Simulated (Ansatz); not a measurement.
# Cl3GeH3Si: a ladder of functionals and wavefunction methods

How much do the methods differ for Cl3GeH3Si? The plan is to run it at one geometry with functionals of several rungs and with coupled cluster. The yardstick is the atomisation energy at the CCSD(T) limit.

The runs use Ansatz 0.2.0, Gaussian basis; functionals in def2-TZVPP, the program's frozen cores in correlated methods.

Levels to be run: LDA (SPW92), PBE-D4, revPBE-D4, BLYP-D4, r2SCAN-D4, B97M-V, PBE0-D4, B3LYP-D4, r2SCANh-D4, r2SCAN0-D4, HSE06-D4, BHLYP-D4, CAM-B3LYP-D4, LC-ωPBE, ωB97X-V, ωB97M-V, B2PLYP, PBE-QIDH; CCSD(T)/def2-SVP; CCSD(T)/def2-TZVPP; MP2/def2-QZVPP; extrapolation to the limit; RPA on PBE.

### 1 The geometry

The geometry comes from an earlier relaxation with PBE0-D4 in a triple-zeta def2 set; it is a stationary point, not always the lowest conformer.

8 atoms, charge 0, spin multiplicity 1.

Atoms are counted from 1 here; the program's logs count them from 0.

Bond lengths: Cl1–Si2 2.043 Å, Si2–Cl3 2.043 Å, Si2–Cl4 2.043 Å, Si2–Ge5 2.371 Å, Ge5–H6 1.534 Å, Ge5–H7 1.534 Å, Ge5–H8 1.534 Å. Angles: Cl1–Si2–Cl3 108.2°, Cl1–Si2–Cl4 108.2°, Cl1–Si2–Ge5 110.8°, Cl3–Si2–Cl4 108.2°, Cl3–Si2–Ge5 110.7°, Cl4–Si2–Ge5 110.8°, Si2–Ge5–H6 108.8°, Si2–Ge5–H7 108.7°, Si2–Ge5–H8 108.8°, H6–Ge5–H7 110.2°, H6–Ge5–H8 110.2°, H7–Ge5–H8 110.2°.

### 2 LDA

This LDA is Slater exchange with PW92 correlation.

File in.yaml:

```yaml
crystal:
  periodic: [false, false, false]
  atoms:
    - {symbol: Cl, position_ang: [-1.199353, -2.142695, 0.966586]}
    - {symbol: Si, position_ang: [0.265250, -1.076220, 0.022528]}
    - {symbol: Cl, position_ang: [2.018977, -1.375811, 1.026765]}
    - {symbol: Cl, position_ang: [0.478315, -1.822044, -1.867469]}
    - {symbol: Ge, position_ang: [-0.282471, 1.230172, -0.041093]}
    - {symbol: H, position_ang: [-0.430263, 1.741718, 1.397268]}
    - {symbol: H, position_ang: [0.844293, 1.984634, -0.757760]}
    - {symbol: H, position_ang: [-1.602648, 1.403048, -0.802427]}
basis:
  gaussian: {orbitals: def2-TZVPP}
hamiltonian: {xc: lda}
output: {orbitals: {seedname: orbitals}}
```

The run is started by

```sh
ansatz run in.yaml --threads 4 --pin off --events-out ev --progress --plain --max-ram 10444MiB
```

Further steps of the session: PBE-D4 (GGA); revPBE-D4 (GGA); BLYP-D4 (GGA); r2SCAN-D4 (meta-GGA); B97M-V (meta-GGA); B3LYP-D4 (hybrid); r2SCANh-D4 (hybrid); r2SCAN0-D4 (hybrid); HSE06-D4 (hybrid); BHLYP-D4 (hybrid); CAM-B3LYP-D4 (range-separated); LC-ωPBE (range-separated); ωB97X-V (range-separated); ωB97M-V (range-separated); B2PLYP (double hybrid); PBE-QIDH (double hybrid); CCSD(T) in def2-SVP; CCSD(T) in def2-TZVPP; MP2 in def2-QZVPP; RPA on PBE orbitals.

Q: Predict the results of all the runs planned. Wanted: atomisation energy, CCSD(T)/CBS; farthest beyond LDA; mean size of error, GGA; mean size of error, meta-GGA; mean size of error, hybrid; mean size of error, range-separated; mean size of error, double hybrid; gap, smallest and largest; T1 diagnostic.

The runs gave:

| quantity | value |
| --- | --- |
| atomisation energy, CCSD(T)/CBS | 2349.7 kJ/mol |
| functionals within 23.5 kJ/mol (1.0 %) | PBE-D4, r2SCAN-D4, PBE0-D4, r2SCANh-D4, r2SCAN0-D4, HSE06-D4, ωB97X-V, ωB97M-V, PBE-QIDH |
| farthest beyond LDA | BHLYP-D4 (-81.9 kJ/mol) |
| mean size of error, GGA | 45.3 kJ/mol |
| mean size of error, meta-GGA | 27.0 kJ/mol |
| mean size of error, hybrid | 32.0 kJ/mol |
| mean size of error, range-separated | 29.3 kJ/mol |
| mean size of error, double hybrid | 44.0 kJ/mol |
| gap, smallest and largest | 5.87 eV (LDA (SPW92)), 12.94 eV (LC-ωPBE) |
| T1 diagnostic | 0.0106 |
| triples share of the correlation energy | 4.1 % |

**Reading.** The LDA atomisation energy is off by 305.4 kJ/mol (13 %): it overbinds. PBE-D4 misses by -3.8 kJ/mol. Double hybrids carry the basis error of their MP2 part in triple zeta, and no dispersion term here, so their miss is partly the set-up's. By mean error the best rung here is meta-GGA (27.0 kJ/mol) and the worst beyond LDA is GGA (45.3 kJ/mol). The gap between the best rungs is small, so their order is not settled. Misses under about 23.5 kJ/mol are within the doubt on the reference itself, which lacks core-valence correlation, relativity and higher excitations, and its outer-core shells are covered unevenly. Hartree-Fock recovers 73 % of the binding; the rest is correlation. CCSD(T) in def2-SVP is off by -223.5 kJ/mol, more than most functionals: a good method in a small basis is no reference. Orbital gaps span 5.9 to 12.9 eV; exact exchange widens them. Correlated methods include outer-core shells of Ge, which these sets cover unevenly.
